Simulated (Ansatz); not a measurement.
# AlGaHP: the cost of one run

Program: Ansatz 0.2.0, Gaussian basis. Level of theory: cc-pVTZ, core rule «outside noble gas», up to 24 orbitals frozen. These are calculated values, not measurements.

To be run: UHF; CCSD(T) on ROHF; CCSD(T) on UHF; BCCD(T) on ROHF; CCSDT(Q) on ROHF; CCSDT(Q) on UHF.

4 further runs of the same task are left out: 4 set aside as unsound or not needed. Runs told in other sessions of the task aren't counted.

### Step 1. The geometry

The geometry is a PBE0/def2-TZVP stationary point (not a proven minimum) of the parent state, kept for this charge and spin. No spin-orbit coupling is included. The filled d shell of Ga may be among the frozen orbitals whatever the setting's name suggests.

4 atoms, charge 0, spin multiplicity 3.

Atoms are counted from 1 here; the program's logs count them from 0.

Bond lengths: Al1–Ga2 2.709 Å, Ga2–P3 2.163 Å, P3–H4 1.441 Å. Angles: Al1–Ga2–P3 178.3°, Ga2–P3–H4 81.0°.

### Step 2. UHF

in.yaml reads:

```yaml
crystal:
  periodic: [false, false, false]
  atoms:
    - {symbol: Al, position_ang: [0.000014, -0.296100, 3.055479]}
    - {symbol: Ga, position_ang: [-0.000017, -0.375941, 0.348115]}
    - {symbol: P, position_ang: [0.000017, -0.375332, -1.814837]}
    - {symbol: H, position_ang: [-0.000014, 1.047374, -1.588757]}
basis:
  gaussian: {orbitals: cc-pVTZ}
magnetization: {spin_polarized: true, initial_magnetization: 2}
hamiltonian: {xc: hf}
output: {orbitals: {seedname: orbitals}}
```

On the command line:

```sh
> ansatz run in.yaml --threads 1 --pin off --events-out ev --progress --plain --max-ram 2816MiB --backend cpu
```

What time and memory should one allow on 1 thread of AMD EPYC 7R13, shared host?

About 55 s, with a peak of 0.34 GiB.
